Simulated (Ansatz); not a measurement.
# HfF (sextet): the correlation ladder, def2-SVP

One table from this session's results is given with a row withheld; the runs are named, their logs left out.

Method: def2-SVP, core rule «outside noble gas», up to 5 orbitals frozen; program: Ansatz 0.2.0, Gaussian basis.

The runs, in order: UHF; CCSD(T) on ROHF; CCSD(T) on UHF; CISD as a restricted active space (open shells left free, so some higher excitations enter); CCSDT(Q) on ROHF; CCSDT(Q) on UHF.

31 further runs of the same task are left out: 12 for a known fault of the program, 8 that didn't finish, 11 set aside as unsound or not needed. Runs told in other sessions of the task aren't counted.

## What is computed

The geometry is a PBE0/def2-TZVP stationary point (not a proven minimum) of the parent state, kept for this charge and spin. No spin-orbit coupling is included. Elements past krypton take def2 core potentials.

2 atoms, charge 0, spin multiplicity 6.

Atoms are counted from 1 here; the program's logs count them from 0.

Bond lengths: Hf1–F2 1.894 Å.

The first run:

File in.yaml:

```yaml
crystal:
  periodic: [false, false, false]
  atoms:
    - {symbol: Hf, position_ang: [0.000000, 0.000000, 0.000000]}
    - {symbol: F, position_ang: [0.000000, 0.000000, 1.893800]}
basis:
  gaussian: {orbitals: def2-SVP}
magnetization: {spin_polarized: true, initial_magnetization: 5}
hamiltonian: {xc: hf}
output: {orbitals: {seedname: orbitals}}
```

On the command line:

```sh
ansatz run in.yaml --threads 1 --pin off --events-out ev --progress --plain --max-ram 2393MiB
```

Steps of the session up to this table: UHF; CCSD(T) on ROHF; CCSD(T) on UHF; CISD as a restricted active space (open shells left free, so some higher excitations enter); CCSDT(Q) on ROHF; CCSDT(Q) on UHF.

One table of the session follows, with a row left open; its other results are not shown here.

| method | from RCCSDT(Q) (meV) |
| --- | --- |
| ROHF | ? |
| UHF | +5153.4 |
| RMP2 | +655.3 |
| UMP2 | +563.2 |
| RCCSD | +128.0 |
| UCCSD | +34.6 |
| RCCSD(T) | +57.1 |
| UCCSD(T) | -34.3 |
| RCCSDT | +11.4 |
| UCCSDT | -73.1 |
| RCCSDT(Q) | 0 |
| UCCSDT(Q) | -81.8 |

Q: Estimate the row for ROHF from the others.

**Answer.** from RCCSDT(Q) (meV): +5357.3. In the column «from RCCSDT(Q) (meV)» it is the highest.

Not comparable, so not listed: CISD as a restricted active space (open shells left free, so some higher excitations enter) (they don't share determinant, frozen orbitals or solution with the rows shown, or repeat one).

Caveats from the session: Restricted and unrestricted rows rest on different reference determinants; a gap between their highest levels can come from leftover correlation error, from unlike frozen cores or from another state.
